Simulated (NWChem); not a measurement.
# Li4H4 ((LiH)4 ring) at 4 levels

Wanted: a comparison of 4 runs (HF/MIDI!, B3LYP-D3(0)/STO-3G, PBE-D3(BJ)/6-311G, TDA-BP86-D3(0)/2ZaPa-NR) of Li4H4 ((LiH)4 ring). 

The calculation is run with NWChem 7.3.0.

4 further runs of the same task are left out: 1 that didn't finish, 3 set aside as unsound or not needed.

## 1. The structure to begin with

Li4H4 has 8 atoms, charge 0, and is taken as a singlet. Geometry: a GFN2-xTB relaxation, a rough one for these elements and not checked as a minimum.

Bond lengths: Li1–H2 1.576 Å, H2–Li3 1.563 Å, Li3–H4 1.557 Å, H4–Li5 1.599 Å, Li5–H6 1.575 Å, H6–Li7 1.563 Å, Li1–H8 1.599 Å, Li7–H8 1.560 Å. Angles: Li1–H2–Li3 134.5°, Li3–H4–Li5 101.7°, Li5–H6–Li7 134.1°, Li1–H8–Li7 101.4°, H2–Li1–H8 124.9°, H2–Li3–H4 142.2°, H4–Li5–H6 125.0°, H6–Li7–H8 141.8°.

## 2. NMR shieldings at HF/MIDI! (run 1)

h4li4.nw reads:

```
start h4li4
memory stack 880 mb heap 220 mb global 1100 mb

geometry noautosym nocenter noautoz
   Li      -1.115520       0.420030       1.699040
   H       -1.201690       1.151130       0.305550
   Li      -0.324680       1.149850      -0.988510
   H       -0.071580       0.353000      -2.302380
   Li       0.409450      -1.062390      -1.735090
   H        1.040870      -1.298550      -0.311700
   Li       1.052250      -0.483230       1.022000
   H        0.210880      -0.229830       2.311080
end

basis "ao basis" spherical bse
   * library "MIDI!"
end

scf
   print low
end

property
   shielding
end

task scf property
```

Run with:

```bash
$ nwchem h4li4.nw > h4li4.out
```

What it wrote:

```text
[...]
  functions       =    32
[...]
  wavefunction    = RHF
[...]
         Total SCF energy =    -31.874261914916
      One-electron energy =    -87.408042487367
      Two-electron energy =     32.789928529583
 Nuclear repulsion energy =     22.743852042868
        Time for solution =      0.2s
[...]
           isotropic =      91.2802
[...]
           isotropic =      29.7397
[...]
           isotropic =      91.2855
[...]
           isotropic =      29.7367
[...]
           isotropic =      91.1637
[...]
           isotropic =      29.5931
[...]
```

It took 2 s on 1 thread of Intel Xeon at 2.80GHz (Skylake/Cascade Lake), shared host; peak memory 0.1 GiB.

## 3. The response to a field at B3LYP-D3(0)/STO-3G (run 2)

struct.nw reads:

```
start struct
memory 2200 mb

geometry units angstrom noautosym nocenter
  zmatrix
    Li
    H 1 1.575991
    Li 2 1.563246 1 134.49832
    H 3 1.557332 2 142.18426 1 82.91046
    Li 4 1.598917 3 101.68372 2 -61.75169
    H 5 1.574961 4 125.02963 3 -23.23819
    Li 6 1.563212 5 134.0896 4 18.97526
    H 7 1.560078 6 141.7916 5 84.76647
  end
end

basis
  * library STO-3G
end

dft
  xc b3lyp
  disp vdw 3
  grid xfine
  mulliken
  noprint "final vectors analysis"
end

property
  response 1 0.0428
end

task dft property
```

Run with:

```bash
$ nwchem struct.nw > struct.out
```

What it wrote:

```text
[...]
          Wavefunction type:  closed shell.
          No. of atoms     :     8
          No. of electrons :    16
[...]
          Charge           :     0
          Spin multiplicity:     1
[...]
          AO basis - number of functions:    24
[...]
              XC Information
              --------------
                         B3LYP Method XC Potential
                     Hartree-Fock (Exact) Exchange  0.200
                        Slater Exchange Functional  0.800 local
                    Becke 1988 Exchange Functional  0.720 non-local
              Lee-Yang-Parr Correlation Functional  0.810
                  VWN I RPA Correlation Functional  0.190 local
[...]
 d= 0,ls=0.0,diis     1    -32.0401947242 -5.48D+01  2.13D-02  5.61D-02     1.5
[...]
 d= 0,ls=0.0,diis     5    -32.0598669133 -1.53D-07  8.13D-06  1.32D-08     5.1
         Total DFT energy =      -32.059866913251
      One electron energy =      -87.216983562263
           Coulomb energy =       41.597561679972
    Exchange-Corr. energy =       -9.181724034676
 Nuclear repulsion energy =       22.743854617466
    Dispersion correction =       -0.002575613751
[...]
      Total Density - Mulliken Population Analysis
     ---------------------------------------------
    Atom       Charge   Shell Charges
 -----------   ------   -------------------------------------------------------
    1 Li   3     2.95   1.98  0.38  0.59
    2 H    1     1.05   1.05
    3 Li   3     2.95   1.98  0.38  0.59
    4 H    1     1.05   1.05
    5 Li   3     2.95   1.98  0.38  0.59
    6 H    1     1.05   1.05
    7 Li   3     2.95   1.98  0.38  0.59
    8 H    1     1.05   1.05
[...]
 Anisotropic =       8.5926541
[...]
```

Wall time 31 s (1 thread of Intel Xeon at 2.80GHz (Skylake/Cascade Lake), shared host); peak memory 0.14 GiB.

Run 3 isn't shown in full; the table further down has it.

## 4. The vertical excitations at TDA-BP86-D3(0)/2ZaPa-NR (run 4)

h4li4.xyz reads:

```xyz
8
H4Li4 BP86
Li    -1.115520     0.420030     1.699040
H     -1.201690     1.151130     0.305550
Li    -0.324680     1.149850    -0.988510
H     -0.071580     0.353000    -2.302380
Li     0.409450    -1.062390    -1.735090
H      1.040870    -1.298550    -0.311700
Li     1.052250    -0.483230     1.022000
H      0.210880    -0.229830     2.311080
```

h4li4.nw reads:

```
start h4li4
title "H4Li4 BP86"
memory total 2200 mb
geometry noautosym nocenter noautoz
  load h4li4.xyz
end
basis spherical bse
  * library 2ZaPa-NR
end
dft
  xc becke88 perdew86
  disp vdw 3
  grid coarse
  direct
  mulliken
  noprint "final vectors analysis"
end
tddft
  cis
  nroots 3
  notriplet
end
task tddft energy
```

Run with:

```bash
$ nwchem h4li4.nw > h4li4.out
```

What it wrote:

```text
[...]
          Wavefunction type:  closed shell.
          No. of atoms     :     8
          No. of electrons :    16
[...]
          Charge           :     0
          Spin multiplicity:     1
[...]
          AO basis - number of functions:    96
[...]
              XC Information
              --------------
                    Becke 1988 Exchange Functional  1.000
                Perdew 1981 Correlation Functional  1.000 local
                Perdew 1986 Correlation Functional  1.000 non-local
[...]
 d= 0,ls=0.0,diis     1    -32.4324401571 -5.52D+01  2.81D-02  5.02D-02     2.1
[...]
 d= 0,ls=0.0,diis     6    -32.4492696249 -4.23D-08  5.02D-06  4.42D-09     9.5
         Total DFT energy =      -32.449269624918
      One electron energy =      -87.585829019279
           Coulomb energy =       41.493435904331
    Exchange-Corr. energy =       -9.097768180219
 Nuclear repulsion energy =       22.743852042868
    Dispersion correction =       -0.002960372619
[...]
      Total Density - Mulliken Population Analysis
     ---------------------------------------------
    Atom       Charge   Shell Charges
 -----------   ------   -------------------------------------------------------
    1 Li   3     3.54   1.99 -0.02  0.60  0.02  1.18 -0.31 -0.02  0.10
    2 H    1     0.21   1.47 -0.57 -0.69  0.00
    3 Li   3     3.54   1.99 -0.09  0.64  0.07  1.25 -0.40  0.00  0.08
    4 H    1     0.70   1.45 -0.49 -0.27  0.00
    5 Li   3     3.54   1.99 -0.02  0.60  0.02  1.18 -0.31 -0.02  0.10
    6 H    1     0.22   1.47 -0.57 -0.68  0.00
    7 Li   3     3.53   1.99 -0.09  0.64  0.07  1.25 -0.42  0.00  0.08
    8 H    1     0.71   1.45 -0.49 -0.26  0.00
[...]
  Root   1 singlet a              0.154992081 a.u.                4.2176 eV
[...]
     Dipole Oscillator Strength                    0.0085795956
[...]
     Total Oscillator Strength                     0.0085797687
[...]
  Root   2 singlet a              0.159082706 a.u.                4.3289 eV
[...]
     Dipole Oscillator Strength                    0.0096302383
[...]
     Total Oscillator Strength                     0.0096318580
[...]
  Root   3 singlet a              0.173594778 a.u.                4.7238 eV
[...]
     Dipole Oscillator Strength                    0.0032829553
[...]
     Total Oscillator Strength                     0.0032846754
[...]
```

Wall time 26 s (1 thread of Intel Xeon at 2.80GHz (Skylake/Cascade Lake), shared host); peak memory 0.12 GiB.

The roots found:

| excited state | energy (eV) | strength | label |
| --- | --- | --- | --- |
| 1 | 4.218 | 0.0086 | singlet a |
| 2 | 4.329 | 0.0096 | singlet a |
| 3 | 4.724 | 0.0033 | singlet a |

## 5. The series

| run | level | task | Cartesian functions | energy (Eh) | wall time |
| --- | --- | --- | --- | --- | --- |
| 1 | HF/MIDI! | nmr | no | -31.874262 | 2 s |
| 2 | B3LYP-D3(0)/STO-3G | polarizability | yes | -32.059867 | 31 s |
| 3 | PBE-D3(BJ)/6-311G | polarizability | no | -32.370441 | 23 s |
| 4 | TDA-BP86-D3(0)/2ZaPa-NR | excited | no | -32.449270 | 26 s |

## 6. Results

```
                                                      quantity         value
                      run 4: ground-state or mean-field energy  -32.44927 Eh
run 4: dipole moment (of the density that the program reports)        0.09 D
                                      run 4: dispersion energy  -7.77 kJ/mol
                       run 4: lowest singlet excitation energy       4.22 eV
```

**Reading.** Over runs 2, 3, 4 the dipole moment (its size) runs from 0.03 D (B3LYP-D3(0)/STO-3G) to 0.09 D (TDA-BP86-D3(0)/2ZaPa-NR). The two ends differ in method and basis. Totals of different functionals can't be ranked against each other. In run 2 the basis is minimal, so the values are rough. All runs together took 82 s, the longest 31 s.
